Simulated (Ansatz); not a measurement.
**CH₆FNSiTe: a ladder of functionals and wavefunction methods**

An exercise on one series of results from a longer session: the logs are not shown, and one member is left open.

Program: Ansatz 0.2.0, Gaussian basis. Level of theory: functionals in def2-TZVPP, the program's frozen cores in correlated methods. These are calculated values, not measurements.

The runs, in order: PBE-D4, r2SCAN-D4, PBE0-D4, B3LYP-D4, ωB97X-V, ωB97M-V, B2PLYP; CCSD(T)/def2-TZVPP; MP2/def2-QZVPP; extrapolation to the limit.

## The relaxed structure

The geometry comes from an earlier relaxation with PBE0-D4 in a triple-zeta def2 set; it is a stationary point, not always the lowest conformer. Te takes the def2 core potential; no spin-orbit term is included.

SMILES `C[Te][SiH](N)F`, 11 atoms, charge 0, spin multiplicity 1.

Atoms are counted from 1 here; the program's logs count them from 0.

Bond lengths: C1–Te2 2.152 Å, C1–H6 1.088 Å, C1–H7 1.087 Å, C1–H8 1.088 Å, Te2–Si3 2.469 Å, Si3–N4 1.702 Å, Si3–F5 1.601 Å, Si3–H9 1.485 Å, N4–H10 1.007 Å, N4–H11 1.006 Å. Angles: Te2–C1–H6 108.5°, Te2–C1–H7 109.3°, Te2–C1–H8 107.3°, H6–C1–H7 110.8°, H6–C1–H8 110.4°, H7–C1–H8 110.6°, C1–Te2–Si3 94.6°, Te2–Si3–N4 108.8°, Te2–Si3–F5 114.4°, Te2–Si3–H9 106.6°, N4–Si3–F5 104.4°, N4–Si3–H9 117.8°, F5–Si3–H9 105.1°, Si3–N4–H10 121.1°, Si3–N4–H11 121.0°, H10–N4–H11 112.7°.

Set-up of the first run:

Contents of in.yaml:

```yaml
crystal:
  periodic: [false, false, false]
  atoms:
    - {symbol: C, position_ang: [-0.776935, 1.830384, -0.447476]}
    - {symbol: Te, position_ang: [0.731098, 1.477223, 1.046794]}
    - {symbol: Si, position_ang: [0.515223, -0.981049, 0.968097]}
    - {symbol: N, position_ang: [0.536022, -1.481014, -0.658668]}
    - {symbol: F, position_ang: [-0.870765, -1.542631, 1.540278]}
    - {symbol: H, position_ang: [-0.765437, 1.000974, -1.150907]}
    - {symbol: H, position_ang: [-1.747230, 1.913214, 0.034385]}
    - {symbol: H, position_ang: [-0.520885, 2.759008, -0.952749]}
    - {symbol: H, position_ang: [1.557736, -1.527167, 1.873034]}
    - {symbol: H, position_ang: [0.187093, -2.386319, -0.930119]}
    - {symbol: H, position_ang: [1.219380, -1.119723, -1.302170]}
basis:
  gaussian: {orbitals: def2-TZVPP}
hamiltonian: {xc: pbe, dispersion: d4}
output: {forces: true, orbitals: {seedname: orbitals}}
```

Launch:

```bash
ansatz run in.yaml --threads 2 --pin off --events-out ev --progress --plain --max-ram 32768MiB --backend cpu
```

Steps of the session up to this table: PBE-D4 (GGA); r2SCAN-D4 (meta-GGA); PBE0-D4 (hybrid); B3LYP-D4 (hybrid); ωB97X-V (range-separated); ωB97M-V (range-separated); B2PLYP (double hybrid); CCSD(T) in def2-TZVPP; MP2 in def2-QZVPP.

One of the session's tables, all rows but one given; the rest of the session is left out.

```
            method  atomisation energy (kJ/mol)
            PBE-D4                       3902.9
         r2SCAN-D4                       3839.5
           PBE0-D4                       3832.2
          B3LYP-D4                       3848.2
           ωB97X-V                       3863.4
           ωB97M-V                       3849.3
            B2PLYP                       3800.7
     HF/def2-TZVPP                       2738.3
    MP2/def2-TZVPP                       3800.1
   CCSD/def2-TZVPP                       3681.3
CCSD(T)/def2-TZVPP                       3741.3
           MP2/CBS                            ?
       CCSD(T)/CBS                       3874.4
```

**Question.** Estimate the row for MP2/CBS.

As computed: atomisation energy (kJ/mol): 3933.3. In the column «atomisation energy (kJ/mol)» it is the highest.
